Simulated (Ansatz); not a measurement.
# Ge4MoW: the cost of one run

Computed with Ansatz 0.2.0 (DFT PBE, scalar-relativistic, plane waves, PAW, unless a step's input says otherwise).

## Step 1: The system as given

Symmetry: Cmmm, No. 65, orthorhombic system. The conventional cell has a = 4.724 Å, b = 8.286 Å, c = 4.723 Å, α = 90.00°, β = 90.00°, γ = 90.00°. Around Ge (site symmetry m2m) lie 5 Ge at 2.69 to 2.77 Å and 2 W at 2.72 Å and 3 Mo at 2.72 to 2.80 Å. Ge (site symmetry m2m) has 5 Ge at 2.68 to 2.78 Å and 2 Mo at 2.72 Å and 3 W at 2.72 to 2.80 Å in its first shell of neighbours. Mo (site symmetry mmm) has 10 Ge at 2.72 to 2.80 Å in its first shell of neighbours. W (site symmetry mmm) has 10 Ge at 2.72 to 2.80 Å in its first shell of neighbours.

Structure file:

```cif
data_structure
_symmetry_space_group_name_H-M 'P 1'
_symmetry_Int_Tables_number 1
_cell_length_a 4.7691
_cell_length_b 4.7691
_cell_length_c 4.7234
_cell_angle_alpha 90.000
_cell_angle_beta 90.000
_cell_angle_gamma 120.626
_cell_volume 92.45
loop_
_atom_site_label
_atom_site_type_symbol
_atom_site_fract_x
_atom_site_fract_y
_atom_site_fract_z
_atom_site_occupancy
Ge1 Ge 0.33769 0.66231 0.00000 1
Ge2 Ge 0.83812 0.16188 0.50000 1
Ge3 Ge 0.66231 0.33769 0.00000 1
Ge4 Ge 0.16188 0.83812 0.50000 1
Mo1 Mo 0.00000 0.00000 0.00000 1
W1 W 0.50000 0.50000 0.50000 1
```

The start is the relaxed end of an invented cell (made as: elements ordered on the sites of the Ge2W type, Mo/W on W (Cmmm, No. 65)), taken up again for a closer look.

## Step 2: A first look at the guess

The input, input.yaml:

```yaml
crystal:
  lattice:
    - [2.3619768, -4.1431386, 0.0]
    - [2.3619768, 4.1431386, 0.0]
    - [0.0, 0.0, 4.7234376]
  atoms:
    - { symbol: Ge, position: [0.337686, 0.662314, 0.0] }
    - { symbol: Ge, position: [0.838124, 0.161876, 0.5] }
    - { symbol: Ge, position: [0.662314, 0.337686, 0.0] }
    - { symbol: Ge, position: [0.161876, 0.838124, 0.5] }
    - { symbol: Mo, position: [0.0, 0.0, 0.0] }
    - { symbol: W, position: [0.5, 0.5, 0.5] }
basis:
  ecutwfc: 420
kpoints:
  mp_grid: { grid: [4, 4, 4] }
hamiltonian:
  xc: pbe
scf:
  occupations: { method: gaussian, width: 0.1 }
  lower_state_search: "off"
output:
  forces: true
  stress: true
  eigenvalues: true
```

Started as:

```console
> ansatz run input.yaml --threads 4 --pin off --max-ram 8192MiB --backend cpu --events-out ev --progress --plain --runs-dir out
```

Q: Estimate wall time and peak memory on 4 threads of Arm Neoverse V2, shared host.

About 1.5 s, with a peak of 0.47 GiB.
